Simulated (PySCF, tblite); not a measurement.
# ClGeH₇O₃Si₂, a small molecule taken as a stand-in for a surface group (Ge site with back bonds O[SiH3], O[SiH3], O): NMR shifts, core binding energies and electronic excitations, part 2 of 2

tblite 0.8.0 and PySCF 2.14.0. Atoms count from 0, parts from 1.

## 5. Core-electron binding energies: SCAN, X2C

The job: settings as JSON, then the geometry in Å.

```
{"job": {"kind": "xps", "holes": 5}, "charge": 0, "multiplicity": 1}
Ge     1.023272     0.499953     0.381456
O      1.424386    -0.402720    -1.057359
Si     0.454206    -1.260839    -2.122447
O     -0.529167    -0.062562     0.942292
Si    -1.930495     0.681117     1.479461
O      2.273910     0.243225     1.570442
Cl     0.857491     2.588300    -0.029295
H      1.302551    -1.606651    -3.295684
H     -0.051886    -2.508134    -1.479578
H     -0.703292    -0.424993    -2.559297
H     -1.615838     1.715671     2.507474
H     -2.646178     1.319588     0.336291
H     -2.782001    -0.385864     2.073078
H      2.917135    -0.409288     1.267685
```

Method: delta-SCF UKS SCAN, pcX-2 on the ionised atom, pcseg-1 elsewhere, spin-free X2C.

The log of the run:

```text
ground state, core basis on atom 1 (O), 189 functions
  cycle   1  E = -3365.33830602  |g| = 1.26e+00
  cycle   2  E = -3364.40915504  |g| = 2.49e+00
  cycle   3  E = -3365.60899199  |g| = 2.68e-01
  cycle   4  E = -3365.62326423  |g| = 1.48e-01
  cycle   5  E = -3365.62773826  |g| = 4.98e-02
  cycle   6  E = -3365.62823020  |g| = 1.48e-02
  cycle   7  E = -3365.62827893  |g| = 5.13e-03
  cycle   8  E = -3365.62828108  |g| = 2.67e-03
  cycle   9  E = -3365.62828392  |g| = 6.78e-04
  cycle  10  E = -3365.62828345  |g| = 6.91e-05
  E(ground) = -3365.83490790 Eh
hole in O 1s of atom 1
  cycle   1  E = -3345.00554268  |g| = 2.24e+00
  cycle   2  E = -3344.23815464  |g| = 2.35e+00
  cycle   3  E = -3345.71582067  |g| = 5.82e-01
  cycle   4  E = -3345.75074332  |g| = 4.95e-01
  cycle   5  E = -3345.84802683  |g| = 1.10e-01
  cycle   6  E = -3345.85197976  |g| = 5.10e-02
  cycle   7  E = -3345.85346163  |g| = 8.25e-03
  cycle   8  E = -3345.85347329  |g| = 6.71e-03
  cycle   9  E = -3345.85348940  |g| = 1.61e-03
  cycle  10  E = -3345.85349013  |g| = 4.20e-04
  E(ion) = -3346.06038680 Eh   <S^2> = 0.7631   hole on atom = 1.000   binding energy = 538.092 eV
ground state, core basis on atom 2 (Si), 200 functions
  cycle   1  E = -3365.68888337  |g| = 3.11e-01
  cycle   2  E = -3365.68097522  |g| = 2.39e-01
  cycle   3  E = -3365.68261157  |g| = 2.13e-01
  cycle   4  E = -3365.69136245  |g| = 2.67e-02
  cycle   5  E = -3365.69147635  |g| = 9.53e-03
  cycle   6  E = -3365.69149306  |g| = 1.41e-03
  cycle   7  E = -3365.69149202  |g| = 6.85e-04
  cycle   8  E = -3365.69149366  |g| = 3.12e-04
  E(ground) = -3365.86020669 Eh
hole in Si 2p of atom 2
  cycle   1  E = -3361.39462348  |g| = 1.23e+00
  cycle   2  E = -3359.91295925  |g| = 1.48e+00
  cycle   3  E = -3361.47183147  |g| = 6.15e-01
  cycle   4  E = -3361.67478105  |g| = 2.69e-01
  cycle   5  E = -3361.70307513  |g| = 1.52e-01
  cycle   6  E = -3361.71244013  |g| = 3.06e-02
  cycle   7  E = -3361.71274332  |g| = 1.83e-02
  cycle   8  E = -3361.71287238  |g| = 5.30e-03
  cycle   9  E = -3361.71288540  |g| = 1.48e-03
  cycle  10  E = -3361.71288496  |g| = 9.07e-04
  cycle  11  E = -3361.71288593  |g| = 1.84e-04
  E(ion) = -3361.89215628 Eh   <S^2> = 0.7514   hole on atom = 1.003   binding energy = 107.976 eV
  2p3/2 = 107.723 eV   2p1/2 = 108.348 eV
ground state, core basis on atom 3 (O), 189 functions
  cycle   1  E = -3365.62627590  |g| = 1.15e-01
  cycle   2  E = -3365.62262968  |g| = 1.59e-01
  cycle   3  E = -3365.62675357  |g| = 5.50e-02
  cycle   4  E = -3365.62728560  |g| = 7.04e-03
  cycle   5  E = -3365.62729602  |g| = 3.34e-03
  cycle   6  E = -3365.62730048  |g| = 5.07e-04
  cycle   7  E = -3365.62730118  |g| = 2.09e-04
  E(ground) = -3365.83482869 Eh
hole in O 1s of atom 3
  cycle   1  E = -3345.00503927  |g| = 2.24e+00
  cycle   2  E = -3344.29144036  |g| = 2.34e+00
  cycle   3  E = -3345.72389316  |g| = 5.64e-01
  cycle   4  E = -3345.76388995  |g| = 4.57e-01
  cycle   5  E = -3345.85046214  |g| = 1.00e-01
  cycle   6  E = -3345.85300012  |g| = 5.60e-02
  cycle   7  E = -3345.85461677  |g| = 1.27e-02
  cycle   8  E = -3345.85465693  |g| = 7.52e-03
  cycle   9  E = -3345.85468053  |g| = 1.03e-03
  cycle  10  E = -3345.85468272  |g| = 3.82e-04
  E(ion) = -3346.06250708 Eh   <S^2> = 0.7631   hole on atom = 1.000   binding energy = 538.032 eV
ground state, core basis on atom 5 (O), 189 functions
  cycle   1  E = -3365.62116303  |g| = 1.61e-01
  cycle   2  E = -3365.60957279  |g| = 2.79e-01
  cycle   3  E = -3365.62410711  |g| = 3.81e-02
  cycle   4  E = -3365.62436401  |g| = 1.43e-02
  cycle   5  E = -3365.62440308  |g| = 3.21e-03
  cycle   6  E = -3365.62440676  |g| = 1.01e-03
  cycle   7  E = -3365.62440737  |g| = 1.83e-04
  E(ground) = -3365.83276103 Eh
hole in O 1s of atom 5
  cycle   1  E = -3344.99176490  |g| = 2.22e+00
  cycle   2  E = -3342.65049569  |g| = 2.65e+00
  cycle   3  E = -3345.55095479  |g| = 7.08e-01
  cycle   4  E = -3345.73503709  |g| = 4.45e-01
  cycle   5  E = -3345.80061494  |g| = 2.24e-01
  cycle   6  E = -3345.81742807  |g| = 7.53e-02
  cycle   7  E = -3345.81996856  |g| = 2.42e-02
  cycle   8  E = -3345.82022171  |g| = 1.13e-02
  cycle   9  E = -3345.82026543  |g| = 4.00e-03
  cycle  10  E = -3345.82027209  |g| = 8.65e-04
  cycle  11  E = -3345.82027370  |g| = 1.88e-04
  E(ion) = -3346.02915732 Eh   <S^2> = 0.7628   hole on atom = 1.000   binding energy = 538.884 eV
ground state, core basis on atom 6 (Cl), 200 functions
  cycle   1  E = -3365.77594526  |g| = 4.92e-01
  cycle   2  E = -3365.77228366  |g| = 1.69e-01
  cycle   3  E = -3365.76313334  |g| = 2.72e-01
  cycle   4  E = -3365.77745398  |g| = 2.14e-02
  cycle   5  E = -3365.77752145  |g| = 1.04e-02
  cycle   6  E = -3365.77753924  |g| = 1.90e-03
  cycle   7  E = -3365.77754118  |g| = 5.74e-04
  cycle   8  E = -3365.77754212  |g| = 2.37e-04
  E(ground) = -3365.97116896 Eh
hole in Cl 2p of atom 6
  cycle   1  E = -3357.70086237  |g| = 1.70e+00
  cycle   2  E = -3357.55714205  |g| = 1.35e+00
  cycle   3  E = -3358.04320875  |g| = 5.21e-01
  cycle   4  E = -3358.15121109  |g| = 2.39e-01
  cycle   5  E = -3358.17047752  |g| = 7.22e-02
  cycle   6  E = -3358.17186513  |g| = 5.11e-02
  cycle   7  E = -3358.17288862  |g| = 9.93e-03
  cycle   8  E = -3358.17291899  |g| = 4.47e-03
  cycle   9  E = -3358.17292501  |g| = 2.23e-03
  cycle  10  E = -3358.17292855  |g| = 4.06e-04
  E(ion) = -3358.37629484 Eh   <S^2> = 0.7522   hole on atom = 1.001   binding energy = 206.667 eV
  2p3/2 = 206.081 eV   2p1/2 = 207.735 eV
```

Run time: 46 s. Hardware: 1 thread of AMD EPYC 7R43, shared host; peak memory 0.75 GiB.

Binding energies by hole, beside the orbital energy of the ground state; the difference holds orbital relaxation and, for a density functional, its self-interaction error:

```tsv
hole	stands for	environment	ΔSCF (eV; 2p as the shell's mean)	−ε (eV)	⟨S²⟩
O1s on O1	O1	oxygen bonded to Ge, Si	538.09	517.2	0.763
Si2p on Si2	Si2	silicon bonded to O, 3 H	107.93	97.0	0.751
O1s on O3	O3	oxygen bonded to Ge, Si	538.03	517.1	0.763
O1s on O5	O5	oxygen bonded to Ge, H	538.88	517.4	0.763
Cl2p on Cl6	Cl6	chlorine bonded to Ge	206.63	193.8	0.752
```

With the spin-orbit splitting: Si2 2p3/2 107.72, 2p1/2 108.35 eV; Cl6 2p3/2 206.08, 2p1/2 207.73 eV. The table gives each 2p level as the mean over the whole 2p shell (two parts 2p3/2, one part 2p1/2), which differs a little from the single hole in the log.

## 6. Excited states and response: CAM-B3LYP/def2-SVPD

Same as in step 5 but for these lines:

```diff
@@ -1,2 +1,2 @@
-{"job": {"kind": "xps", "holes": 5}, "charge": 0, "multiplicity": 1}
+{"job": {"kind": "uv", "xc": "CAM-B3LYP", "basis": "def2-SVPD", "nstates": 6, "ntriplets": 2, "ip": true}, "charge": 0, "multiplicity": 1}
 Ge     1.023272     0.499953     0.381456
```

Level: TDDFT CAM-B3LYP/def2-SVPD, vertical, gas phase, core orbitals frozen in the response.

The log of the run:

```text
coarse grid: 59400 points
cycle   1  E = -3345.3252713295  dE = -4.820e-02  |g| = 1.239e+00  |ddm| = 5.329e+00
cycle   2  E = -3345.1055407923  dE =  2.197e-01  |g| = 1.699e+00  |ddm| = 5.259e+00
cycle   3  E = -3345.5970344472  dE = -4.915e-01  |g| = 9.897e-02  |ddm| = 2.710e+00
cycle   4  E = -3345.5989098980  dE = -1.875e-03  |g| = 5.366e-02  |ddm| = 2.803e-01
cycle   5  E = -3345.5994383437  dE = -5.284e-04  |g| = 1.332e-02  |ddm| = 8.757e-02
cycle   6  E = -3345.5994676354  dE = -2.929e-05  |g| = 4.762e-03  |ddm| = 2.402e-02
cycle   7  E = -3345.5994719894  dE = -4.354e-06  |g| = 1.095e-03  |ddm| = 7.568e-03
final grid: 119864 points
cycle   8  E = -3345.5994700155  dE = -7.047e-09  |g| = 1.247e-03  |ddm| = 4.900e-03
cycle   9  E = -3345.5994698201  dE =  1.954e-07  |g| = 1.622e-03  |ddm| = 3.214e-03
cycle  10  E = -3345.5994702547  dE = -4.346e-07  |g| = 1.600e-04  |ddm| = 1.738e-03
cycle  11  E = -3345.5994702582  dE = -3.529e-09  |g| = 1.558e-05  |ddm| = 2.146e-04
cycle  12  E = -3345.5994702583  dE = -6.366e-11  |g| = 1.082e-05  |ddm| = 4.733e-05
converged SCF energy = -3345.5994702583

Static polarisability (au): isotropic 101.646, principal 95.266 102.095 107.578

Singlet excitations
state   eV       nm        f      main configurations
  1   7.0849    175.0   0.00039   H->L 0.52, H-1->L 0.16, H-4->L 0.10
  2   7.1488    173.4   0.01421   H-1->L 0.59, H->L 0.13
  3   7.3368    169.0   0.01708   H-4->L 0.32, H-2->L 0.18, H-3->L 0.16
  4   7.4631    166.1   0.03831   H-2->L 0.30, H-5->L 0.19, H-3->L 0.17
  5   7.5843    163.5   0.02923   H-4->L 0.21, H-3->L 0.18, H-2->L 0.16
  6   7.6281    162.5   0.01116   H-5->L 0.37, H-3->L 0.19

Triplet excitations (Tamm-Dancoff, eV): 6.6792 6.7235
Vertical ionisation energy (delta-SCF) = 11.2144 eV
Vertical electron affinity (delta-SCF) = -0.3497 eV
```

Run time: 6.1 min. Hardware: 1 thread of AMD EPYC 7R43, shared host; peak memory 1.3 GiB.

The orbitals next to the gap, with their largest atomic shares:

```tsv
orbital	eV	atoms
HOMO−3	-10.89	Si2 23 %, O1 19 %, H7 18 %
HOMO−2	-10.73	O3 29 %, Si4 23 %, H12 16 %
HOMO−1	-10.56	O1 33 %, Si2 21 %, H8 15 %
HOMO	-10.51	O3 30 %, Si4 20 %, H11 16 %
LUMO	-0.22	Ge0 24 %, Cl6 17 %, O5 12 %
LUMO+1	1.01	Si2 24 %, Si4 17 %, H7 8 %
LUMO+2	1.15	Si4 32 %, Si2 10 %, H10 9 %
```

With each of the 6 states as a Gaussian band of 0.4 eV half-width at 1/e, the curve within the window shown has maxima at 166 nm (ε 4,000) L/(mol cm). Beyond the last state computed it falls off for lack of states. The curve at chosen wavelengths:

nm, ε (L/mol/cm) and a bar:
```
      156       1315 ##########
      157       1659 ############
      159       2411 ##################
      160       2785 #####################
      161       3133 ########################
      163       3678 ############################
      164       3848 #############################
      166       3950 ##############################
      167       3885 #############################
      168       3750 ############################
      170       3320 #########################
      171       3051 #######################
      172       2762 #####################
      174       2172 ################
      175       1889 ##############
      176       1623 ############
      178       1157 ########
      179        961 #######
      180        790 ######
      182        517 ###
      183        412 ###
      185        254 #
      186        197 #
      187        151 #
      189         86 
      190         64
```

Further results of this job:

```tsv
property	computed
dipole moment (D)	1.47
polarisability (Å³)	15.06
HOMO–LUMO gap (eV)	10.29
−ε(HOMO) (eV)	10.51
```

## 7. Results

This closing draws on all 2 parts.

| quantity | value |
| --- | --- |
| point group | C1 |
| rotational constants (main isotopes) | 1.15, 0.87, 0.69 GHz |
| 1H shifts against TMS (PBE0/pcSseg-1) | 5.13, 5.09, 5.07, 5.05, 5.00, 4.93, 2.06 ppm |
| 73Ge shifts against GeMe4 (PBE0/pcSseg-1) | -8 ppm |
| 17O shifts against H2O (PBE0/pcSseg-1) | 68.5, 67.0, 59.8 ppm |
| 29Si shifts against TMS (PBE0/pcSseg-1) | -29.5, -29.7 ppm |
| 35Cl shifts against HCl (PBE0/pcSseg-1) | 61 ppm |
| potential on the surface of density 0.002 e/bohr³, 1st and 99th percentile | -1.18 V and 2.14 V |
| O1s binding energies, SCAN/pcX-2 | O5 538.88, O1 538.09, O3 538.03 eV |
| Si2p binding energies, SCAN/pcX-2 (standing for 1 of 2 atoms) | Si2 107.93 eV |
| Cl2p binding energies, SCAN/pcX-2 | Cl6 206.63 eV |
| lowest singlet (CAM-B3LYP/def2-SVPD) | 7.08 eV (175 nm), f = 0.000 |
| brightest single state of those computed | state 4, 7.46 eV, f = 0.038 |
| lowest triplet | 6.68 eV |
| vertical ionisation energy (ΔSCF) | 11.21 eV |
| vertical electron affinity (ΔSCF) | -0.35 eV (unbound: the value hangs on the basis) |

In words: The start of the PBE0/def2-SVP relaxation was shaken at random by about 0.01 Å, so part of the energy gained, and of the first lengths quoted, undoes that. Relaxing lowered the energy by 0.428 eV in 30 steps; the close pair that moved most is Ge0–Cl6, from 2.071 to 2.135 Å (PBE0/def2-SVP). Hydrogens of an XH3 group are listed apart at this fixed geometry; free rotation makes them one line at their mean. At PBE0/pcSseg-1: Shielding is most anisotropic at Cl6 (span 272 ppm, paramagnetic term -267 ppm). At PBE0/pcSseg-1, counted by nearest atom on the grid, the HOMO lies on O3 32 %; H11 23 %, the LUMO on Ge0 20 %; Cl6 15 %. At SCAN/pcX-2: The O1s levels kept as sound span 0.85 eV, from O3 (oxygen bonded to Ge, Si) up to O5 (oxygen bonded to Ge, H). The first singlet state (HOMO→LUMO 0.52, HOMO−1→LUMO 0.16) lies at 7.08 eV and is dark; of the 6 states computed, the strongest absorption comes from state 4 at 7.46 eV. The lowest triplet lies 0.41 eV below the lowest singlet (triplets in Tamm-Dancoff, singlets in full TDDFT). The orbital energy would give 10.51 eV for ionisation, ΔSCF gives 11.21 eV. Spin-orbit coupling is left out, which matters for shieldings and couplings at and beside the heavy atoms. A capped cluster stands for the solid here, so long-range fields and strain are missing, and bands or shifts of the capping hydrogens have no counterpart in it.
